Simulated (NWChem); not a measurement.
# SiHF3 (SMILES F[SiH](F)F) at 6 levels

We compute a comparison of 6 runs (PBE/STO-3G, PBE/3-21G, PBE/6-31G, PBE/6-31G*, PBE/6-31G**, PBE/6-311G**) of SiHF3. 

The calculation is run with NWChem 7.3.0.

## Step 1: The structure to begin with

SiHF3 has 5 atoms, charge 0, and is taken as a singlet. SMILES: `F[SiH](F)F`. Geometry: relaxed at PBE0-D4/def2-TZVP.

Bond lengths: F1–Si2 1.573 Å, Si2–F3 1.573 Å, Si2–F4 1.573 Å, Si2–H5 1.461 Å. Angles: F1–Si2–F3 108.3°, F1–Si2–F4 108.3°, F3–Si2–F4 108.3°, F1–Si2–H5 110.7°, F3–Si2–H5 110.7°, F4–Si2–H5 110.7°.

## Step 2: The charge distribution at PBE/STO-3G (run 1)

Input file f3hsi.nw:

```
echo
start f3hsi
memory 2200 mb
charge 0

geometry units angstroms noautosym nocenter noautoz
F    -0.447100   -0.082200    1.491300
Si    0.040700    0.001700   -0.001800
F    -0.597100    1.281400   -0.657200
F    -0.495900   -1.263300   -0.767200
H     1.499400    0.062400   -0.065100
end

basis spherical bse
F library STO-3G
Si library STO-3G
H library STO-3G
end

dft
xc xpbe96 cpbe96
grid fine
convergence energy 1e-08
maxiter 100
mulliken
noprint "final vectors analysis"
end

property
dipole
quadrupole
mulliken
end

task dft property
```

Command:

```console
nwchem f3hsi.nw > f3hsi.out
```

What it wrote:

```text
[...]
          Wavefunction type:  closed shell.
          No. of atoms     :     5
          No. of electrons :    42
[...]
          Charge           :     0
          Spin multiplicity:     1
[...]
          AO basis - number of functions:    25
[...]
              XC Information
              --------------
          PerdewBurkeErnzerhof Exchange Functional  1.000
            Perdew 1991 LDA Correlation Functional  1.000 local
           PerdewBurkeErnz. Correlation Functional  1.000 non-local
[...]
 d= 0,ls=0.0,diis     1   -581.2717544135 -7.70D+02  1.18D-01  9.27D-01     0.2
[...]
 d= 0,ls=0.0,diis     7   -581.4946837329 -6.61D-09  2.55D-06  2.76D-09     0.9
         Total DFT energy =     -581.494683732900
      One electron energy =    -1190.312099686057
           Coulomb energy =      473.225220326521
    Exchange-Corr. energy =      -52.815668422908
 Nuclear repulsion energy =      188.407864049543
[...]
      Total Density - Mulliken Population Analysis
     ---------------------------------------------
    Atom       Charge   Shell Charges
 -----------   ------   -------------------------------------------------------
    1 F    9     9.24   2.00  1.96  5.28
    2 Si  14    13.13   2.00  1.98  5.88  1.11  2.16
    3 F    9     9.24   2.00  1.96  5.28
    4 F    9     9.24   2.00  1.96  5.28
    5 H    1     1.15   1.15
[...]
   Dipole moment        0.4331837951 Debye(s)
             DMX        0.4323857072 DMXEFC        0.0000000000
             DMY        0.0180462022 DMYEFC        0.0000000000
             DMZ       -0.0191085084 DMZEFC        0.0000000000
   -EFC- dipole         0.0000000000 DEBYE(S)
   Total dipole         0.4331837951 DEBYE(S)
[...]
```

It took 1.5 s on 1 thread of Intel Xeon 6975P-C (Granite Rapids), shared host; peak memory 0.11 GiB.

Atomic charges (e):

| atom | Mulliken | Löwdin |
| --- | --- | --- |
| F1 | -0.239 | -0.190 |
| Si2 | +0.867 | +0.750 |
| F3 | -0.239 | -0.190 |
| F4 | -0.239 | -0.190 |
| H5 | -0.149 | -0.170 |

## Step 3: The charge distribution at PBE/3-21G (run 2)

Input file f3hsi.xyz:

```xyz
5
F3HSi
F     -0.447100    -0.082200     1.491300
Si     0.040700     0.001700    -0.001800
F     -0.597100     1.281400    -0.657200
F     -0.495900    -1.263300    -0.767200
H      1.499400     0.062400    -0.065100
```

Input file f3hsi.nw:

```
start f3hsi
title "F3HSi"
memory stack 880 mb heap 220 mb global 1100 mb

geometry units angstrom noautosym nocenter noautoz
  load f3hsi.xyz
end

basis spherical bse
  * library 3-21G
end

dft
  xc xpbe96 cpbe96
  grid fine
  convergence energy 1e-08
  maxiter 100
  mulliken
  noprint "final vectors analysis"
end

property
  dipole
  quadrupole
  mulliken
end

task dft property
```

Command:

```console
nwchem f3hsi.nw > f3hsi.out
```

What it wrote:

```text
[...]
          Wavefunction type:  closed shell.
          No. of atoms     :     5
          No. of electrons :    42
[...]
          Charge           :     0
          Spin multiplicity:     1
[...]
          AO basis - number of functions:    42
[...]
              XC Information
              --------------
          PerdewBurkeErnzerhof Exchange Functional  1.000
            Perdew 1991 LDA Correlation Functional  1.000 local
           PerdewBurkeErnz. Correlation Functional  1.000 non-local
[...]
 d= 0,ls=0.0,diis     1   -586.0144837939 -7.74D+02  4.71D-02  1.16D+00     0.2
[...]
 d= 0,ls=0.0,diis    10   -586.1495119211 -1.77D-11  2.66D-08  1.49D-12     1.8
         Total DFT energy =     -586.149511921131
      One electron energy =    -1190.785843696995
           Coulomb energy =      468.521390864509
    Exchange-Corr. energy =      -52.292923138188
 Nuclear repulsion energy =      188.407864049544
[...]
      Total Density - Mulliken Population Analysis
     ---------------------------------------------
    Atom       Charge   Shell Charges
 -----------   ------   -------------------------------------------------------
    1 F    9     9.35   1.98  0.44  2.49  1.53  2.90
    2 Si  14    12.76   2.00  1.96  5.85  0.79  1.47  0.19  0.50
    3 F    9     9.35   1.98  0.44  2.49  1.53  2.90
    4 F    9     9.35   1.98  0.44  2.49  1.53  2.90
    5 H    1     1.19   0.44  0.75
[...]
   Dipole moment        1.4084438117 Debye(s)
             DMX        1.4058858359 DMXEFC        0.0000000000
             DMY        0.0585664338 DMYEFC        0.0000000000
             DMZ       -0.0613918554 DMZEFC        0.0000000000
   -EFC- dipole         0.0000000000 DEBYE(S)
   Total dipole         1.4084438117 DEBYE(S)
[...]
```

Wall time 2.4 s (1 thread of Intel Xeon 6975P-C (Granite Rapids), shared host); peak memory 0.11 GiB.

Atomic charges (e):

| atom | Mulliken | Löwdin |
| --- | --- | --- |
| F1 | -0.352 | -0.260 |
| Si2 | +1.243 | +0.900 |
| F3 | -0.352 | -0.260 |
| F4 | -0.352 | -0.260 |
| H5 | -0.188 | -0.140 |

Runs 3 to 5 aren't shown in full; the table further down has their settings and results.

## Step 4: Energy and one-electron properties at PBE/6-311G(d,p) (run 6)

Input file job.nw:

```
echo
start job
memory total 2200 mb
charge 0

geometry noautosym nocenter noautoz
  F    -0.447100   -0.082200    1.491300
  Si    0.040700    0.001700   -0.001800
  F    -0.597100    1.281400   -0.657200
  F    -0.495900   -1.263300   -0.767200
  H     1.499400    0.062400   -0.065100
end

basis "ao basis" spherical bse
  * library 6-311G**
end

dft
  xc xpbe96 cpbe96
  grid fine
  convergence energy 1e-08
  maxiter 100
  mulliken
  noprint "final vectors analysis"
end

property
  dipole
  quadrupole
  mulliken
end

task dft property
```

Command:

```console
nwchem job.nw > job.out
```

What it wrote:

```text
[...]
          Wavefunction type:  closed shell.
          No. of atoms     :     5
          No. of electrons :    42
[...]
          Charge           :     0
          Spin multiplicity:     1
[...]
          AO basis - number of functions:    86
[...]
              XC Information
              --------------
          PerdewBurkeErnzerhof Exchange Functional  1.000
            Perdew 1991 LDA Correlation Functional  1.000 local
           PerdewBurkeErnz. Correlation Functional  1.000 non-local
[...]
 d= 0,ls=0.0,diis     1   -589.3316161585 -7.78D+02  1.64D-02  1.81D+00     0.8
[...]
 d= 0,ls=0.0,diis    10   -589.4595596822 -9.46D-11  6.79D-08  1.56D-10     6.0
         Total DFT energy =     -589.459559682212
      One electron energy =    -1195.058858204144
           Coulomb energy =      469.636936261605
    Exchange-Corr. energy =      -52.445501789216
 Nuclear repulsion energy =      188.407864049543
[...]
      Total Density - Mulliken Population Analysis
     ---------------------------------------------
    Atom       Charge   Shell Charges
 -----------   ------   -------------------------------------------------------
    1 F    9     9.35   1.08  0.92  1.19  1.08  2.33  0.88  1.87  0.00
    2 Si  14    12.80   0.79  1.18  0.94  1.04  0.81  0.06  1.98  3.89  0.69  0.79  0.16  0.48
    3 F    9     9.35   1.08  0.92  1.19  1.08  2.33  0.88  1.87  0.00
    4 F    9     9.35   1.08  0.92  1.19  1.08  2.33  0.88  1.87  0.00
    5 H    1     1.15   0.25  0.57  0.32  0.01
[...]
   Dipole moment        1.3387864020 Debye(s)
             DMX        1.3363451574 DMXEFC        0.0000000000
             DMY        0.0556849040 DMYEFC        0.0000000000
             DMZ       -0.0585648517 DMZEFC        0.0000000000
   -EFC- dipole         0.0000000000 DEBYE(S)
   Total dipole         1.3387864020 DEBYE(S)
[...]
```

Wall time 6.9 s (1 thread of Intel Xeon 6975P-C (Granite Rapids), shared host); peak memory 0.11 GiB.

Atomic charges (e):

| atom | Mulliken | Löwdin |
| --- | --- | --- |
| F1 | -0.347 | -0.180 |
| Si2 | +1.195 | +0.710 |
| F3 | -0.347 | -0.180 |
| F4 | -0.347 | -0.180 |
| H5 | -0.154 | -0.170 |

## Step 5: Overview of the runs

| run | level | energy (Eh) | dipole moment (D) | wall time |
| --- | --- | --- | --- | --- |
| 1 | PBE/STO-3G | -581.494684 | 0.43 | 1.5 s |
| 2 | PBE/3-21G | -586.149512 | 1.41 | 2.4 s |
| 3 | PBE/6-31G | -589.187036 | 1.90 | 3.6 s |
| 4 | PBE/6-31G* (spherical functions) | -589.335585 | 1.14 | 4.8 s |
| 5 | PBE/6-31G** (spherical functions) | -589.336401 | 1.15 | 5.1 s |
| 6 | PBE/6-311G** | -589.459560 | 1.34 | 6.9 s |

## Step 6: Results

| quantity | value |
| --- | --- |
| run 6: total energy | -589.45956 Eh |
| run 6: dipole moment | 1.34 D |

The dipole moment (its size) runs from 0.43 D (PBE/STO-3G) to 1.90 D (PBE/6-31G). In run 1 the basis is minimal, so the values are rough. All runs together took 24 s, the longest 6.9 s.
